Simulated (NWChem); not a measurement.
# One shape, several levels: CH5Ge (SMILES [CH3][GeH2])

We compute a comparison of 5 runs (UHF/STO-3G, UHF/3-21G, UB3LYP/6-31G*, UPBE0/STO-3G) of CH5Ge. 

The results are computed with NWChem 7.3.0.

1 further run of the same task is left out (set aside as unsound or not needed).

## 1. The molecule

CH5Ge has 7 atoms, charge 0, and is taken as a doublet. As SMILES, `[CH3][GeH2]`. Geometry: relaxed at PBE0-D4/def2-TZVP.

Bond lengths: C1–Ge2 1.960 Å, C1–H3 1.090 Å, C1–H4 1.090 Å, C1–H5 1.093 Å, Ge2–H6 1.546 Å, Ge2–H7 1.546 Å. Angles: C1–Ge2–H6 111.3°, C1–Ge2–H7 111.3°, Ge2–C1–H3 110.3°, Ge2–C1–H4 110.3°, Ge2–C1–H5 109.7°, H6–Ge2–H7 109.5°, H3–C1–H4 109.0°, H3–C1–H5 108.8°, H4–C1–H5 108.8°.

## 2. Energy and gradient at UHF/STO-3G (run 1)

Contents of ch5ge.nw:

```
start ch5ge
memory total 2200 mb

geometry units bohr noautosym nocenter noautoz
  C     -0.46789619    -1.52935535    -0.39003947
  Ge     0.74833155     1.55864611     1.25288842
  H     -2.17923217    -2.20417655     0.53630427
  H      0.96961847    -3.00107406    -0.29668700
  H     -0.89421840    -1.14026074    -2.37274012
  H     -1.27197465     3.66758046     1.17389787
  H      3.21102263     2.52032773     0.01001555
end

basis spherical bse
  * library STO-3G
end

scf
  doublet
  uhf
  thresh 1e-08
  maxiter 80
end

task scf gradient
```

The run is started by

```sh
$ nwchem ch5ge.nw > ch5ge.out
```

What it wrote:

```text
[...]
  functions       =    28
[...]
  wavefunction    = UHF
[...]
         Total SCF energy =  -2092.030525842632
      One electron energy =  -3148.752694483904
      Two electron energy =    950.069124180570
 Nuclear repulsion energy =    106.653044460702
                       Sz =      0.5000
                 Sz(Sz+1) =      0.7500
                      S^2 =      0.7528
[...]
                         UHF ENERGY GRADIENTS
    atom               coordinates                        gradient
                 x          y          z           x          y          z
   1 C      -0.467896  -1.529355  -0.390039   -0.006869  -0.021665  -0.005709
   2 Ge      0.748332   1.558646   1.252888   -0.001840  -0.027057   0.019597
   3 H      -2.179232  -2.204177   0.536304   -0.005863   0.000256   0.005282
   4 H       0.969618  -3.001074  -0.296687    0.006974  -0.002936   0.001867
   5 H      -0.894218  -1.140261  -2.372740   -0.000364   0.006215  -0.007237
   6 H      -1.271975   3.667580   1.173898   -0.028905   0.031023   0.001635
   7 H       3.211023   2.520328   0.010016    0.036866   0.014164  -0.015436
[...]
```

It took 3.9 s on 1 thread of Intel Xeon Platinum 8259CL at 2.50GHz (Skylake/Cascade Lake), shared host; peak memory 0.098 GiB.

## 3. Energy and gradient at UHF/3-21G (run 2)

Contents of ch5ge.nw:

```
start ch5ge
memory 2200 mb

geometry noautosym nocenter noautoz
  C     -0.247600    -0.809300    -0.206400
  Ge     0.396000     0.824800     0.663000
  H     -1.153200    -1.166400     0.283800
  H      0.513100    -1.588100    -0.157000
  H     -0.473200    -0.603400    -1.255600
  H     -0.673100     1.940800     0.621200
  H      1.699200     1.333700     0.005300
end

basis spherical bse
  * library 3-21G
end

scf
  doublet
  uhf
  thresh 1e-08
  maxiter 80
end

task scf gradient
```

The run is started by

```sh
$ nwchem ch5ge.nw > ch5ge.out
```

What it wrote:

```text
[...]
  functions       =    41
[...]
  wavefunction    = UHF
[...]
         Total SCF energy =  -2105.857779281621
      One electron energy =  -3150.326785318429
      Two electron energy =    937.815953925844
 Nuclear repulsion energy =    106.653052110963
                       Sz =      0.5000
                 Sz(Sz+1) =      0.7500
                      S^2 =      0.7527
[...]
                         UHF ENERGY GRADIENTS
    atom               coordinates                        gradient
                 x          y          z           x          y          z
   1 C      -0.467896  -1.529355  -0.390039    0.001329   0.002513   0.002176
   2 Ge      0.748331   1.558646   1.252888   -0.000962  -0.004277   0.000508
   3 H      -2.179232  -2.204176   0.536304   -0.004232  -0.000247   0.003324
   4 H       0.969618  -3.001074  -0.296687    0.004607  -0.002446   0.000962
   5 H      -0.894218  -1.140261  -2.372740   -0.000478   0.003404  -0.004992
   6 H      -1.271975   3.667580   1.173898   -0.000237   0.000568  -0.000967
   7 H       3.211022   2.520328   0.010016   -0.000027   0.000484  -0.001011
[...]
```

Run time: 4.5 s. Hardware: 1 thread of Intel Xeon Platinum 8259CL at 2.50GHz (Skylake/Cascade Lake), shared host; peak memory 0.098 GiB.

Runs 3 to 4 aren't shown in full; the table further down has their settings and results.

## 4. Energy and gradient at UB3LYP/6-31G(d) (Cartesian functions) (run 5)

Contents of run.py:

```python
from ase import Atoms
from ase.calculators.nwchem import NWChem

molecule = Atoms(['C', 'Ge', 'H', 'H', 'H', 'H', 'H'], positions=[
    [-0.247600, -0.809300, -0.206400],
    [0.396000, 0.824800, 0.663000],
    [-1.153200, -1.166400, 0.283800],
    [0.513100, -1.588100, -0.157000],
    [-0.473200, -0.603400, -1.255600],
    [-0.673100, 1.940800, 0.621200],
    [1.699200, 1.333700, 0.005300],
])

calc = NWChem(
    label='nw',
    theory='dft',
    memory='2200 mb',
    basis='6-31G*',
    dft={'xc': 'b3lyp', 'mult': '2', 'grid': 'xfine', 'convergence': 'energy 1e-08', 'iterations': '100', 'mulliken': None},
)
molecule.calc = calc

forces = molecule.get_forces()
print(f"energy = {molecule.get_potential_energy():.6f} eV")
print("forces (eV/A):")
for s, f in zip(molecule.symbols, forces):
    print(f"{s:2s} {f[0]:10.5f} {f[1]:10.5f} {f[2]:10.5f}")
```

The run is started by

```sh
$ export ASE_NWCHEM_COMMAND="nwchem PREFIX.nwi > PREFIX.nwo"
$ python run.py
```

What it wrote:

```text
energy = -57629.246462 eV
forces (eV/A):
C    -0.07544   -0.16563   -0.10783
Ge    0.08372    0.05137    0.27295
H    -0.08156   -0.04062    0.04412
H     0.06793   -0.08048    0.00602
H    -0.02155    0.01517   -0.09811
H    -0.10629    0.14002   -0.02725
H     0.13323    0.08017   -0.08994
```

The calculator wrote nw.nwi:

```
title "nw"

permanent_dir nw

scratch_dir nw

start nw

geometry units angstrom nocenter noautosym noautoz
  C  -2.4759999999999999e-01 -8.0930000000000002e-01 -2.0640000000000000e-01
  Ge 3.9600000000000002e-01 8.2479999999999998e-01 6.6300000000000003e-01
  H  -1.1532000000000000e+00 -1.1664000000000001e+00 2.8380000000000000e-01
  H  5.1310000000000000e-01 -1.5881000000000001e+00 -1.5700000000000000e-01
  H  -4.7320000000000001e-01 -6.0340000000000005e-01 -1.2556000000000000e+00
  H  -6.7310000000000003e-01 1.9408000000000001e+00 6.2119999999999997e-01
  H  1.6992000000000000e+00 1.3337000000000001e+00 5.3000000000000000e-03
end

memory 2200 mb

basis noprint
   * library 6-31G*
end

dft
  xc b3lyp
  mult 2
  grid xfine
  convergence energy 1e-08
  iterations 100
  mulliken
end

task dft gradient
```

nw.nwo:

```text
Northwest Computational Chemistry Package (NWChem) 7.3.0
             --------------------------------------------------------

           Job information
           ---------------

    nwchem branch   = 7.3.0
    use scalapack   = T
    input           = nw.nwi
    prefix          = nw.
    data base       = nw/nw.db
    status          = startup
    nproc           =        1

           Memory information
           ------------------

    heap     =     72089596 doubles =      550.0 Mbytes
    stack    =     72089601 doubles =      550.0 Mbytes
    global   =    144179200 doubles =     1100.0 Mbytes (distinct from heap & stack)
    total    =    288358397 doubles =     2200.0 Mbytes
    verify   = yes
    hardfail = no

           Directory information
           ---------------------

  0 permanent = nw
  0 scratch   = nw

                                NWChem Input Module
                                -------------------

                                        nw
                                        --

[... 27 lines left out ...]
            Nuclear Dipole moment (a.u.)
[... 83 lines left out ...]
          Convergence on energy requested:  1.00D-08
[... 24 lines left out ...]
          Spatial weights used:  Erf1
[... 4 lines left out ...]
          total energy or number of iterations.
[... 28 lines left out ...]
 2-e energy   =     936.117676
[... 64 lines left out ...]
      One electron energy =    -3160.322826272430
[... 2 lines left out ...]
 Nuclear repulsion energy =      106.653052110963
[... 980 lines left out ...]
          Convergence on energy requested:  1.00D-08
[... 24 lines left out ...]
          Spatial weights used:  Erf1
[... 4 lines left out ...]
          total energy or number of iterations.
[... 18 lines left out ...]
                            NWChem DFT Gradient Module
                            --------------------------

                                        nw

  charge          =   0.00
  wavefunction    = open shell

                         DFT ENERGY GRADIENTS

    atom               coordinates                        gradient
                 x          y          z           x          y          z
   1 C      -0.467896  -1.529355  -0.390039    0.001467   0.003221   0.002097
   2 Ge      0.748331   1.558646   1.252888   -0.001628  -0.000999  -0.005308
   3 H      -2.179232  -2.204176   0.536304    0.001586   0.000790  -0.000858
   4 H       0.969618  -3.001074  -0.296687   -0.001321   0.001565  -0.000117
   5 H      -0.894218  -1.140261  -2.372740    0.000419  -0.000295   0.001908
   6 H      -1.271975   3.667580   1.173898    0.002067  -0.002723   0.000530
   7 H       3.211022   2.520328   0.010016   -0.002591  -0.001559   0.001749

                 ----------------------------------------
                 |  Time  |  1-e(secs)   |  2-e(secs)   |
                 ----------------------------------------
                 |  CPU   |       0.01   |       3.59   |
                 ----------------------------------------
                 |  WALL  |       0.01   |       3.59   |
                 ----------------------------------------

 Task  times  cpu:       47.4s     wall:       47.4s
 Total times  cpu:       47.4s     wall:       47.4s
```

Run time: 49 s. Hardware: 1 thread of Intel Xeon Platinum 8259CL at 2.50GHz (Skylake/Cascade Lake), shared host; peak memory 0.13 GiB.

## 5. Overview of the runs

```
run                                level  iteration cap  module   energy (Eh)  dipole moment (D)  HOMO energy (eV)  LUMO energy (eV)  wall time
  1                           UHF/STO-3G             80     scf  -2092.030526               0.49             -6.32              5.59      3.9 s
  2                            UHF/3-21G             80     scf  -2105.857779               0.67             -8.32              1.35      4.5 s
  3  UB3LYP/6-31G* (spherical functions)            100     dft  -2117.829806                  –                 –                 –       46 s
  4                         UPBE0/STO-3G            100     dft  -2093.375071               0.17             -3.47              0.78       18 s
  5  UB3LYP/6-31G* (Cartesian functions)            100     dft  -2117.835762               0.92             -5.47             -2.69       49 s
```

## 6. Results

```
                                 quantity           value
                      run 5: total energy  -2117.83576 Eh
                     run 5: dipole moment          0.92 D
run 5: HOMO energy (highest over α and β)        -5.47 eV
 run 5: LUMO energy (lowest over α and β)        -2.69 eV
                              run 5: ⟨S²⟩           0.751
          run 5: largest force on an atom      0.290 eV/Å
```

**Reading.** Over runs 1, 2, 4, 5 the dipole moment (its size) runs from 0.17 D (UPBE0/STO-3G) to 0.92 D (UB3LYP/6-31G*). The two ends differ in method and basis. Totals of different functionals can't be ranked against each other. In runs 1, 4 the basis is minimal, so the values are rough. All runs together took 2 min, the longest 49 s.
